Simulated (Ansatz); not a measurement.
# HfB: a trigonal deformation path

An exercise on one series of results from a longer session: the logs are not shown, and one member is left open.

Computed with Ansatz 0.2.0 (DFT PBEsol, scalar-relativistic, plane waves, PAW, unless a step's input says otherwise).

## The system as given

It takes space group Fm-3m (No. 225, cubic). The conventional cell has a = 4.620 Å, b = 4.620 Å, c = 4.620 Å, α = 90.00°, β = 90.00°, γ = 90.00°. Around Hf (site symmetry m-3m) lie 6 B at 2.31 Å. B (site symmetry m-3m) has 6 Hf at 2.31 Å in its first shell of neighbours.

As a file:

```cif
data_structure
_symmetry_space_group_name_H-M 'Fm-3m'
_symmetry_Int_Tables_number 225
_cell_length_a 4.6200
_cell_length_b 4.6200
_cell_length_c 4.6200
_cell_angle_alpha 90.000
_cell_angle_beta 90.000
_cell_angle_gamma 90.000
_cell_volume 98.61
loop_
_atom_site_label
_atom_site_type_symbol
_atom_site_symmetry_multiplicity
_atom_site_Wyckoff_symbol
_atom_site_fract_x
_atom_site_fract_y
_atom_site_fract_z
_atom_site_occupancy
Hf1 Hf 4 b 0.50000 0.00000 0.00000 1
B1 B 4 a 0.00000 0.00000 0.00000 1
```

No relaxation comes first: the listed cell is the starting point.

Set-up of the first run:

input.yaml

```yaml
crystal:
  lattice:
    - [0.0, 2.31, 2.31]
    - [2.31, 0.0, 2.31]
    - [2.31, 2.31, 0.0]
  atoms:
    - { symbol: Hf, position: [0.5, 0.5, 0.5] }
    - { symbol: B, position: [0.0, 0.0, 0.0] }
basis:
  ecutwfc: 420
kpoints:
  mp_grid: { grid: [20, 20, 20] }
hamiltonian:
  xc: pbesol
scf:
  occupations: { method: gaussian, width: 0.15 }
output:
  forces: true
  stress: true
  eigenvalues: true
```

Command:

```
$ ansatz run input.yaml --threads 1 --pin off --max-ram 2560MiB --backend cpu --events-out ev --progress --plain --runs-dir out
```

Among the steps run: Zero of the scan; ρ = 0.500; At ρ = 2.000; Point ρ = 0.710; ρ = 1.410; Point ρ = 0.600; At ρ = 0.850; ρ = 1.200; ρ = 1.700; At ρ = 0.930; Point ρ = 1.080.

One of the session's tables, all rows but one given; the rest of the session is left out.

It belongs to the step «The scan collected». 

| ρ | ΔE (meV/atom) | pressure (GPa) |
| --- | --- | --- |
| 0.500 | 490.4 | 11.1 |
| 0.600 | 345.4 | 15.3 |
| 0.710 | 185.7 | 21.4 |
| 0.850 | 68.4 | 23.4 |
| 0.930 | 16.3 | 23.5 |
| 1.000 | 0.0 | 23.5 |
| 1.080 | ? | ? |
| 1.200 | 124.7 | 23.7 |
| 1.410 | 444.2 | 24.9 |
| 1.700 | 975.6 | 27.4 |
| 2.000 | 1413.9 | 26.7 |

Estimate the missing values for ρ = 1.080.

Worked estimate for «ΔE (meV/atom)». A straight line through the neighbours (1.000, 0.0) and (1.200, 124.7) gives 0.0 + (124.7 − 0.0) × (1.080 − 1.000) / (1.200 − 1.000) = 49.9; a parabola fitted to 4 rows on both sides gives 29.9.

As computed: ΔE (meV/atom): 21.7; pressure (GPa): 23.5. In «ΔE (meV/atom)» the line misses by +28.2 and the parabola by +8.2.
